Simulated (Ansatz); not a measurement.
## CH₅AsB, SMILES C[B][AsH2]: vertical energies of changing the electron count, step by step

Program: Ansatz 0.2.0, Python API.

Notebook, run cell by cell (the value of a cell's last expression is shown):

In [1]:
```python
import ansatz as az
```

In [2]:
```python
BASIS = "def2-SVPD"
XC = "HF"


def single_point(molecule, charge=0, unpaired=0):
    calc = molecule.calculation().basis(gaussian=BASIS).functional(XC)
    if charge:
        calc = calc.charge(charge)
    if unpaired:
        calc = calc.spin("collinear", total=unpaired)
    return calc.run(threads=1, pin="off").report["free_energy_ev"]
```

In [3]:
```python
geometry_ang = [
    ("C", [1.189, -0.1894, 0.1637]),
    ("B", [0.101, 0.9515, 0.3325]),
    ("As", [-1.6996, 0.8132, -0.6183]),
    ("H", [1.4614, -0.2866, -0.9074]),
    ("H", [2.0922, 0.0727, 0.7519]),
    ("H", [0.7772, -1.1523, 0.5299]),
    ("H", [-1.482, -0.6945, -0.9722]),
    ("H", [-2.4392, 0.4855, 0.7198]),
]
system = az.Crystal.molecule()
for symbol, xyz in geometry_ang:
    system = system.atom(symbol, xyz)
```

In [4]:
```python
# total-energy differences at one geometry
parent = single_point(system, 0, 1)
cation = single_point(system, 1, 0)
print(f"E(N)   = {parent:.5f} eV")
print(f"E(N-1) = {cation:.5f} eV  (0 unpaired)")
print(f"vertical ionisation energy {cation - parent:.3f} eV")
anion = single_point(system, -1, 0)
print(f"E(N+1) = {anion:.5f} eV  (0 unpaired)")
print(f"vertical electron affinity {parent - anion:.3f} eV" + ("" if anion < parent else " (unbound in this basis)"))
print(f"fundamental gap IP - EA = {cation + anion - 2 * parent:.3f} eV")
```
```text
E(N)   = -62566.24021 eV
E(N-1) = -62558.63881 eV  (0 unpaired)
vertical ionisation energy 7.601 eV
E(N+1) = -62565.27532 eV  (0 unpaired)
vertical electron affinity -0.965 eV (unbound in this basis)
fundamental gap IP - EA = 8.566 eV
```

At this unrelaxed geometry removing an electron costs 7.60 eV and an added one is unbound in this basis (by 0.96 eV).

What to keep in mind:
- These settings explore the input space; basis and method may be short of convergence.
- The geometry is a force-field or estimated start, not a minimum of this method, and the basis set is short of its limit. All parts are taken at fixed geometry, without zero-point energy. At an unrelaxed start these energies can be a whole eV from those at the minimum, and a small affinity can change sign.
- The species is open-shell (spin multiplicity 2).
- Hartree-Fock leaves correlation out, so bond, atomisation and ionisation energies come out well too low.
- Only the spin states typed were run; another state of an ion can lie lower, by up to an eV or two.
- A negative electron affinity means that the anion is unbound here; its size hangs on the basis and tends to about zero as the basis grows, and so does its part in any gap built on it.
- The whole script took 4.4 s on 1 thread of Intel(R) Xeon(R) Processor @ 2.30GHz (shared host), peak memory 0.37 GiB.
